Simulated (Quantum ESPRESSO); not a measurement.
GaF:

```
Ga F
1.0
     0.00000    2.84624    2.84624
     2.84624    0.00000    2.84624
     2.84624    2.84624    0.00000
Ga F
1 1
Direct
  0.25000 0.25000 0.25000
  0.00000 0.00000 0.00000
```

The cell was built by a generator and needn't be a form met in nature.

```yaml
Program: Quantum ESPRESSO 7.5
Task: phonons
Functional: PBE
Potentials_or_basis: GBRV 1.5 PBE
Cutoff: 762 eV
Density_cutoff: 6095 eV
k_mesh: 4 × 4 × 4, shifted
Occupations: fermi-dirac, width 0.05 eV
Spin: no spin polarisation
Mixing_beta: 0.5
Most_SCF_iterations: 120
SCF_threshold: 4e-10 Ry
```

The first run showed a gap, so the response started from a second, tighter run with fixed occupations.

Q: How polar is the lattice: what are the Born charges, the two dielectric constants and the LO-TO splitting?

A: Born charges ±1.50 e; dielectric constants 3.86 (electrons alone) and 43.47 (static); transverse and longitudinal modes at 64 and 214 cm⁻¹.
